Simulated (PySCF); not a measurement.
# C8H7Br: excited states, first hyperpolarisability

What do calculations give for the excited states, first hyperpolarisability of C8H7Br (`C=Cc1ccc(Br)cc1`)?

Programs: PySCF 2.14.0, with routines of our own; each step states its level. All values are computed. Atoms count from 0.

## 1. The system as given

16 atoms, charge 0, multiplicity 1; geometry from: GFN2-xTB.

## 2. Relaxing the molecule at PBE0-D3(BJ)/def2-SVP

What the job is given:

```
{"job": {"xc": "PBE0", "basis": "def2-SVP", "d3": "d3bj", "grid": 2, "kind": "geom"}, "charge": 0, "multiplicity": 1}
C      2.833268     0.508707     0.316122
C      1.903508    -0.428443     0.173246
C      0.467374    -0.219313     0.037554
C     -0.365427    -1.331746    -0.106321
C     -1.732863    -1.194219    -0.240461
C     -2.284697     0.075289    -0.231344
Br    -4.169921     0.283790    -0.418335
C     -1.486686     1.198513    -0.090157
C     -0.121368     1.046981     0.043067
H      2.606488     1.560509     0.348218
H      3.874064     0.250280     0.407357
H      2.207679    -1.467879     0.149750
H      0.067607    -2.321846    -0.114551
H     -2.364853    -2.062020    -0.351479
H     -1.931949     2.181625    -0.085175
H      0.490176     1.928716     0.151097
```

Command:

```console
OMP_NUM_THREADS=1 python excited_run.py task.json out
```

This one command runs all jobs of the session in turn.

Output:

```text
step   0  E = -2882.01631928  max force = 0.015448
step   1  E = -2882.01801122  max force = 0.003234
step   2  E = -2882.01804043  max force = 0.000929
step   3  E = -2882.01804125  max force = 0.000744
step   4  E = -2882.01804589  max force = 0.000130
optimisation converged
```

Wall time 91 s (1 thread of Arm Neoverse V1, shared host); peak memory 0.94 GiB.

Along the way:

```csv
step,energy from step 0 (eV),largest force component (eV/Å)
0,0.0000,0.7944
1,-0.0460,0.1663
2,-0.0468,0.0478
3,-0.0469,0.0383
4,-0.0470,0.0067
```

Close pairs (by a distance rule), those that changed most:

```csv
bond,before (Å),after (Å),change (Å)
C5–Br6,1.906,1.886,-0.020
C0–H9,1.076,1.093,+0.017
C0–H10,1.076,1.092,+0.016
C8–H15,1.078,1.092,+0.013
C1–H11,1.083,1.096,+0.013
C3–H12,1.081,1.093,+0.013
C7–H14,1.079,1.091,+0.012
C4–H13,1.079,1.091,+0.012
```

The final coordinates are the input of the step that follows.

```csv
at the end point,value
point group (found at 0.08 Å tolerance),Cs
"rotational constants (GHz, main isotopes)","4.985, 0.465, 0.426"
dipole moment (D),1.53
```

## 3. Excited states: TDA CAM-B3LYP/aug-cc-pVDZ

What the job is given:

```
{"job": {"kind": "states", "xc": "CAM-B3LYP", "basis": "aug-cc-pVDZ", "tda": true, "soc": true, "nstates": 6, "ntriplets": 5, "nquad": 4}, "charge": 0, "multiplicity": 1}
C      3.652136     0.592616     0.617418
C      2.709463    -0.345997     0.471759
C      1.263200    -0.139203     0.336176
C      0.424074    -1.253958     0.193499
C     -0.954633    -1.118412     0.061648
C     -1.515189     0.156224     0.071534
Br    -3.381242     0.360503    -0.105929
C     -0.707341     1.286441     0.211575
C      0.666190     1.132307     0.342025
H      3.418977     1.660351     0.650650
H      4.705163     0.318295     0.709740
H      3.024295    -1.395432     0.448080
H      0.863538    -2.255005     0.185688
H     -1.592060    -1.997157    -0.048365
H     -1.156913     2.280768     0.217858
H      1.285480     2.025026     0.450795
```

With the program's defaults for keys left out, this is: TDA CAM-B3LYP/aug-cc-pVDZ excited states, vertical, gas phase, spin-orbit mean-field couplings.

Output:

```text
coarse grid: 66080 points
cycle   1  E = -2883.1111230590  dE =  6.804e-01  |g| = 3.297e-01  |ddm| = 5.685e+01
cycle   2  E = -2883.1202839281  dE = -9.161e-03  |g| = 3.240e-01  |ddm| = 6.131e+00
cycle   3  E = -2883.1453576509  dE = -2.507e-02  |g| = 7.401e-02  |ddm| = 2.694e+00
cycle   4  E = -2883.1466604468  dE = -1.303e-03  |g| = 3.557e-02  |ddm| = 7.059e-01
cycle   5  E = -2883.1469903984  dE = -3.300e-04  |g| = 7.534e-03  |ddm| = 3.526e-01
cycle   6  E = -2883.1470046029  dE = -1.420e-05  |g| = 2.222e-03  |ddm| = 7.154e-02
cycle   7  E = -2883.1470062040  dE = -1.601e-06  |g| = 8.260e-04  |ddm| = 1.976e-02
final grid: 140344 points
cycle   8  E = -2883.1470156563  dE = -9.233e-08  |g| = 9.401e-04  |ddm| = 8.742e-02
cycle   9  E = -2883.1470155163  dE =  1.400e-07  |g| = 1.212e-03  |ddm| = 1.563e-02
cycle  10  E = -2883.1470158975  dE = -3.812e-07  |g| = 7.096e-05  |ddm| = 7.278e-03
cycle  11  E = -2883.1470158993  dE = -1.840e-09  |g| = 3.129e-05  |ddm| = 6.907e-04
cycle  12  E = -2883.1470158998  dE = -4.811e-10  |g| = 1.351e-05  |ddm| = 5.230e-04
converged SCF energy = -2883.1470158998

Singlet excitations
state   eV       nm        f     d(h-e)  d(exc)  Lambda  PR(NTO)  |dmu|/D   mu/D   main configurations
  1   4.8842   253.8   0.17323   0.202   3.346   0.664   1.460    0.655    1.193   H->L+2 0.39, H->L 0.36, H-1->L 0.19
  2   5.1278   241.8   0.49352   0.500   3.519   0.700   1.288    1.783    0.341   H->L 0.56, H->L+2 0.21, H-1->L 0.18
  3   5.5841   222.0   0.00051   1.116   4.017   0.289   1.083    3.874    5.564   H->L+1 0.38, H->L+5 0.34
  4   5.9585   208.1   0.00137   0.450   4.679   0.277   1.214    2.782    1.095   H->L+1 0.53, H->L+5 0.24
  5   6.2345   198.9   0.00118   0.894   5.107   0.158   1.058                     H->L+3 0.76, H->L+4 0.14
  6   6.3108   196.5   0.02441   0.370   5.233   0.204   1.173                     H->L+4 0.66, H->L+3 0.14

Triplet excitations (Tamm-Dancoff)
state   eV     d(h-e)  d(exc)  Lambda  PR(NTO)   main configurations
  1   3.1168   0.078   3.051   0.763   1.213   H->L 0.83
  2   4.3353   0.198   3.091   0.607   1.230   H->L+2 0.80, H-1->L 0.08
  3   4.3870   0.102   2.499   0.705   1.891   H-1->L+2 0.46, H-1->L 0.14, H-2->L 0.12
  4   4.7464   0.342   2.801   0.660   1.972   H-2->L 0.23, H-1->L+2 0.17, H->L+8 0.14
  5   4.8263   0.407   2.984   0.623   1.135   H-1->L 0.56, H-1->L+2 0.26, H->L+2 0.11
S1 - T1 = 1.7673 eV

Spin-orbit couplings |<S|Hso|T>| (cm-1)
             T1       T2       T3       T4       T5
S0        0.258    3.465    0.879    0.819    0.692
S1        0.234    0.050    0.235    0.071    0.097
S2        0.154    0.086    0.073    0.098    0.223
S3       63.440   18.581   24.213   52.843   15.434
S4       31.070   10.618   13.067   27.855    7.896
S5        4.920    1.961    0.888    2.676    1.969
S6        2.959    1.876    0.853    1.633    0.852
T1 sublevels (cm-1): 0.000 0.243 0.244   radiative rates (1/s): 0.16 0.0381 0.0135
```

Run time: 1.8 min. Hardware: 1 thread of Arm Neoverse V1, shared host; peak memory 1.3 GiB.

Key values:

```csv
quantity,value
S1 less T1,1.77 eV
```

## 4. Excited states: TDDFT CAM-B3LYP/aug-cc-pVDZ

Settings changed since step 3:

```diff
@@ -1,2 +1,2 @@
-{"job": {"kind": "states", "xc": "CAM-B3LYP", "basis": "aug-cc-pVDZ", "tda": true, "soc": true, "nstates": 6, "ntriplets": 5, "nquad": 4}, "charge": 0, "multiplicity": 1}
+{"job": {"kind": "states", "xc": "CAM-B3LYP", "basis": "aug-cc-pVDZ", "tpa": true, "nstates": 8, "nquad": 6, "ntriplets": 0}, "charge": 0, "multiplicity": 1}
 C      3.652136     0.592616     0.617418
```

With the program's defaults for keys left out, this is: TDDFT CAM-B3LYP/aug-cc-pVDZ excited states, vertical, gas phase, two-photon moments by quadratic response.

Output:

```text
coarse grid: 66080 points
cycle   1  E = -2883.1111230590  dE =  6.804e-01  |g| = 3.297e-01  |ddm| = 5.685e+01
cycle   2  E = -2883.1202839281  dE = -9.161e-03  |g| = 3.240e-01  |ddm| = 6.131e+00
cycle   3  E = -2883.1453576509  dE = -2.507e-02  |g| = 7.401e-02  |ddm| = 2.694e+00
cycle   4  E = -2883.1466604468  dE = -1.303e-03  |g| = 3.557e-02  |ddm| = 7.059e-01
cycle   5  E = -2883.1469903984  dE = -3.300e-04  |g| = 7.534e-03  |ddm| = 3.526e-01
cycle   6  E = -2883.1470046029  dE = -1.420e-05  |g| = 2.222e-03  |ddm| = 7.154e-02
cycle   7  E = -2883.1470062040  dE = -1.601e-06  |g| = 8.260e-04  |ddm| = 1.976e-02
final grid: 140344 points
cycle   8  E = -2883.1470156563  dE = -9.233e-08  |g| = 9.401e-04  |ddm| = 8.742e-02
cycle   9  E = -2883.1470155163  dE =  1.400e-07  |g| = 1.212e-03  |ddm| = 1.563e-02
cycle  10  E = -2883.1470158975  dE = -3.812e-07  |g| = 7.096e-05  |ddm| = 7.278e-03
cycle  11  E = -2883.1470158993  dE = -1.840e-09  |g| = 3.129e-05  |ddm| = 6.907e-04
cycle  12  E = -2883.1470158998  dE = -4.811e-10  |g| = 1.351e-05  |ddm| = 5.230e-04
converged SCF energy = -2883.1470158998

Singlet excitations
state   eV       nm        f     d(h-e)  d(exc)  Lambda  PR(NTO)  |dmu|/D   mu/D   delta(TPA)   sigma/GM   main configurations
  1   4.7545   260.8   0.32788   0.336   3.443   0.728   1.280    1.196    0.869      189.92      1.573   H->L 0.72, H->L+2 0.17
  2   4.9820   248.9   0.19695   0.244   3.286   0.616   1.616    0.822    0.876       39.79      0.362   H->L+2 0.46, H-1->L 0.28, H->L 0.23
  3   5.5581   223.1   0.00081   1.175   3.982   0.291   1.081    4.102    5.793        4.78      0.054   H->L+5 0.36, H->L+1 0.34, H->L+7 0.08
  4   5.9484   208.4   0.00109   0.519   4.713   0.275   1.200    3.022    1.331      209.86      2.720   H->L+1 0.56, H->L+5 0.22
  5   6.0637   204.5   0.20703   0.567   3.519   0.563   1.957    1.698    0.270        3.54      0.048   H-1->L 0.58, H->L+2 0.33
  6   6.2332   198.9   0.00116   0.898   5.107   0.158   1.058    4.598    3.019       12.44      0.177   H->L+3 0.76, H->L+4 0.14
  7   6.3087   196.5   0.02344   0.379   5.237   0.203   1.172                                            H->L+4 0.67, H->L+3 0.14
  8   6.4505   192.2   0.34647   0.392   3.134   0.722   2.375                                            H-1->L+2 0.45, H-2->L 0.35, H->L+8 0.09
```

Run time: 2.4 min. Hardware: 1 thread of Arm Neoverse V1, shared host; peak memory 1.3 GiB.

## 5. First hyperpolarisability: quadratic response CAM-B3LYP/aug-cc-pVDZ

Settings changed since step 4:

```diff
@@ -1,2 +1,2 @@
-{"job": {"kind": "states", "xc": "CAM-B3LYP", "basis": "aug-cc-pVDZ", "tpa": true, "nstates": 8, "nquad": 6, "ntriplets": 0}, "charge": 0, "multiplicity": 1}
+{"job": {"kind": "beta", "xc": "CAM-B3LYP", "basis": "aug-cc-pVDZ"}, "charge": 0, "multiplicity": 1}
 C      3.652136     0.592616     0.617418
```

Level: quadratic response CAM-B3LYP/aug-cc-pVDZ first hyperpolarisability, Taylor convention, gas phase.

Output:

```text
coarse grid: 66080 points
cycle   1  E = -2883.1111230590  dE =  6.804e-01  |g| = 3.297e-01  |ddm| = 5.685e+01
cycle   2  E = -2883.1202839281  dE = -9.161e-03  |g| = 3.240e-01  |ddm| = 6.131e+00
cycle   3  E = -2883.1453576509  dE = -2.507e-02  |g| = 7.401e-02  |ddm| = 2.694e+00
cycle   4  E = -2883.1466604468  dE = -1.303e-03  |g| = 3.557e-02  |ddm| = 7.059e-01
cycle   5  E = -2883.1469903984  dE = -3.300e-04  |g| = 7.534e-03  |ddm| = 3.526e-01
cycle   6  E = -2883.1470046029  dE = -1.420e-05  |g| = 2.222e-03  |ddm| = 7.154e-02
cycle   7  E = -2883.1470062040  dE = -1.601e-06  |g| = 8.260e-04  |ddm| = 1.976e-02
final grid: 140344 points
cycle   8  E = -2883.1470156563  dE = -9.233e-08  |g| = 9.401e-04  |ddm| = 8.742e-02
cycle   9  E = -2883.1470155163  dE =  1.400e-07  |g| = 1.212e-03  |ddm| = 1.563e-02
cycle  10  E = -2883.1470158975  dE = -3.812e-07  |g| = 7.096e-05  |ddm| = 7.278e-03
cycle  11  E = -2883.1470158993  dE = -1.840e-09  |g| = 3.129e-05  |ddm| = 6.907e-04
cycle  12  E = -2883.1470158998  dE = -4.811e-10  |g| = 1.351e-05  |ddm| = 5.230e-04
converged SCF energy = -2883.1470158998

Lowest singlets (eV, f): 4.7545 0.3279  4.9820 0.1969  5.5581 0.0008

First hyperpolarisability (au)
process     nm      |vector|   parallel      HRS      DR
static         -      440.45    -261.59     178.41   5.402
shg       1907.0      495.27    -294.03     200.65   5.389
eope      1907.0      457.70     -271.8          -       -
shg       1064.0      658.34    -390.48     266.91   5.345
eope      1064.0      499.50    -296.53          -       -
```

It took 1.8 min on 1 thread of Arm Neoverse V1, shared host; peak memory 1.3 GiB.

## 6. What came out

| quantity | value |
| --- | --- |
| point group | Cs |
| rotational constants (main isotopes) | 4.98, 0.47, 0.43 GHz |
| S1 less T1 (step 3, TDA CAM-B3LYP/aug-cc-pVDZ) | 1.77 eV |
| β vector (step 5, quadratic response CAM-B3LYP/aug-cc-pVDZ) | static 440, SHG 1907.0 nm 495, SHG 1064.0 nm 658 au |

What this shows: Relaxing lowered the energy by 0.047 eV in 4 steps; the close pair that moved most is C5–Br6, from 1.906 to 1.886 Å. No frequency check was run at this level, so the end point may be a saddle. Scalar relativity is left out for the heavy atoms. In step 3, the number of triplets below S1 is at least 5, and the largest singlet-triplet spin-orbit coupling is S3–T1, 63.44 cm⁻¹. Steps that list no spin-orbit terms leave them out, which matters at and beside the heavy atoms. β grows from 440 au (static) to 658 au for doubling at 1064.0 nm: normal dispersion, which grows as twice the photon energy moves toward the bright states.
